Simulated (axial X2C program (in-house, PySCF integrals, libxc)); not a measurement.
# InSi⁺: properties at the nuclei

Aim: properties at the nuclei of InSi⁺, with spin–orbit coupling in the Hamiltonian from the start.

Method: two-component X2C with atomic mean-field terms, In dyall-cv3z, Si dyall-v3z; program: an in-house X2C program for linear molecules on PySCF integrals.

All values are calculated.

## Step 1: The job

task.json

```json
{
 "zs": [
  49,
  14
 ],
 "q": 1,
 "bas": [
  "dyall-cv3z",
  "dyall-v3z"
 ],
 "r0": 2.58,
 "levels": [
  "PBE0",
  "HF",
  "r2SCAN",
  "BP86",
  "PBE"
 ],
 "nst": 3
}
```

Keys: zs atomic numbers; q charge; bas basis sets; r0 starting distance in Å; levels methods (HF also brings MP2); nst determinants followed.

Launch:

```
python soeom.py task.json out
```

The runs that follow: Expectation values, lowest determinant; Expectation values, a higher determinant; Expectation values, a higher determinant.

What does the calculation give? Wanted: lowest determinant; Eeff magnitude; Ws magnitude In; A∥/gI In; qzz In; higher determinant (for each run or level that gives them).

As calculated:

| quantity | value |
| --- | --- |
| lowest determinant | Ω = 2 (excess of +ω over −ω: ω = 1/2, ω = 3/2) |
| Eeff magnitude (GV/cm), PBE0 | 10.4 |
| Ws magnitude In (kHz), PBE0 | 3.05 |
| A∥/gI In (MHz), PBE0 | 286 |
| qzz In (a.u.), PBE0 | -3.38 |
| higher determinant | Ω = 1 (excess of +ω over −ω: ω = -1/2, ω = 3/2) |
| Eeff magnitude (GV/cm), PBE0, higher determinant | 3.42 |
| Ws magnitude In (kHz), PBE0, higher determinant | 1.87 |
| A∥/gI In (MHz), PBE0, higher determinant | -432 |
| qzz In (a.u.), PBE0, higher determinant | 0.28 |
| higher determinant | Ω = 1 (excess of +ω over −ω: 2 × ω = 1/2) |
| Eeff magnitude (GV/cm), PBE0, higher determinant | 11 |
| Ws magnitude In (kHz), PBE0, higher determinant | 6.38 |
| A∥/gI In (MHz), PBE0, higher determinant | 796 |
| qzz In (a.u.), PBE0, higher determinant | -3.52 |

In the first state, the effective field runs from 8.93 to 15.8 GV/cm over the mean-field levels. The expectation values come from single determinants, which for open shells can mix terms of unlike spin or miss the lowest Ω, so a determinant need not be a state. Eeff is the effective electric field on the electron dipole moment in this Ω state and Ws the scalar–pseudoscalar constant (defined with the proton number Z and per Ω); A∥ is the parallel hyperfine constant, which follows by multiplying with the nuclear g factor gI = μI/(I μN); qzz is the electric field gradient, eQq0 = 234.96 MHz × Q/barn × qzz. The operators were transformed with the bare-nucleus X2C matrices. A second determinant lies within 0.1 eV of the first, so their order is not settled at this level.
